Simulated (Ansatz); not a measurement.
**SiAsH5 (singlet): from Hartree-Fock to the top rungs, cc-pVDZ**

The task here is to estimate one member of a computed series from the others.

Program: Ansatz 0.2.0, Gaussian basis. Level of theory: cc-pVDZ, core rule «outside noble gas», up to 19 orbitals frozen. These are calculated values, not measurements.

To be run: UHF; CCSD(T) on RHF; BCCD(T) on RHF; CISD; CCSDT(Q) on RHF; CASSCF and MRCISD+Q, 8 electrons in 8 orbitals; CASSCF and NEVPT2, 8 electrons in 8 orbitals.

12 further runs of the same task are left out: 5 that didn't finish, 7 set aside as unsound or not needed. Runs told in other sessions of the task aren't counted.

**What is computed**

The geometry is a PBE0/def2-TZVP stationary point (not a proven minimum). No spin-orbit coupling is included. The filled d shell of As may be among the frozen orbitals whatever the setting's name suggests.

7 atoms, charge 0, spin multiplicity 1.

Atoms are counted from 1 here; the program's logs count them from 0.

Bond lengths: Si1–As2 2.367 Å, Si1–H3 1.486 Å, Si1–H4 1.486 Å, Si1–H5 1.486 Å, As2–H6 1.523 Å, As2–H7 1.523 Å. Angles: As2–Si1–H3 108.2°, As2–Si1–H4 108.2°, As2–Si1–H5 113.5°, H3–Si1–H4 108.8°, H3–Si1–H5 109.0°, H4–Si1–H5 109.0°, Si1–As2–H6 92.2°, Si1–As2–H7 92.2°, H6–As2–H7 92.2°.

The first run:

Input file in.yaml:

```yaml
crystal:
  periodic: [false, false, false]
  atoms:
    - {symbol: Si, position_ang: [-0.028631, 0.000000, 1.671930]}
    - {symbol: As, position_ang: [0.038419, 0.000000, -0.693626]}
    - {symbol: H, position_ang: [0.688331, -1.208580, 2.156098]}
    - {symbol: H, position_ang: [0.688329, 1.208581, 2.156098]}
    - {symbol: H, position_ang: [-1.407476, -0.000001, 2.225245]}
    - {symbol: H, position_ang: [-1.013572, -1.097536, -0.783178]}
    - {symbol: H, position_ang: [-1.013574, 1.097534, -0.783178]}
basis:
  gaussian: {orbitals: cc-pVDZ}
magnetization: {spin_polarized: true, initial_magnetization: 0}
hamiltonian: {xc: hf}
output: {orbitals: {seedname: orbitals}}
```

The run is started by

```bash
ansatz run in.yaml --threads 1 --pin off --events-out ev --progress --plain --max-ram 2393MiB
```

Among the steps run: UHF; CCSD(T) on RHF; BCCD(T) on RHF; CISD; CCSDT(Q) on RHF; CASSCF and MRCISD+Q, 8 electrons in 8 orbitals; CASSCF and NEVPT2, 8 electrons in 8 orbitals.

One of the session's tables, all rows but one given; the rest of the session is left out.

It belongs to the step «Misses and costs». 

| method | from RCCSDT(Q) (kJ/mol) |
| --- | --- |
| RHF | +727.1 |
| RMP2 | ? |
| CISD | +91.5 |
| RCCSD | +21.7 |
| RCCSD(T) | +3.7 |
| BCCD(T) | +3.6 |
| RCCSDT | +0.9 |
| RCCSDT(Q) | 0 |
| CASSCF frontier | +570.6 |
| NEVPT2 frontier | +131.6 |
| MRCISD frontier | +55.8 |
| MRCISD+Q frontier | +3.9 |

Q: Estimate the row for RMP2 from the others.

As computed: from RCCSDT(Q) (kJ/mol): +144.1. In the column «from RCCSDT(Q) (kJ/mol)» it lies between NEVPT2 frontier (+131.6) and CASSCF frontier (+570.6).

With the free atoms at the same levels and basis (separate runs), the atomisation energy is 17.204 eV at RCCSDT(Q), 17.184 eV at RCCSD(T), 13.366 eV at RHF.
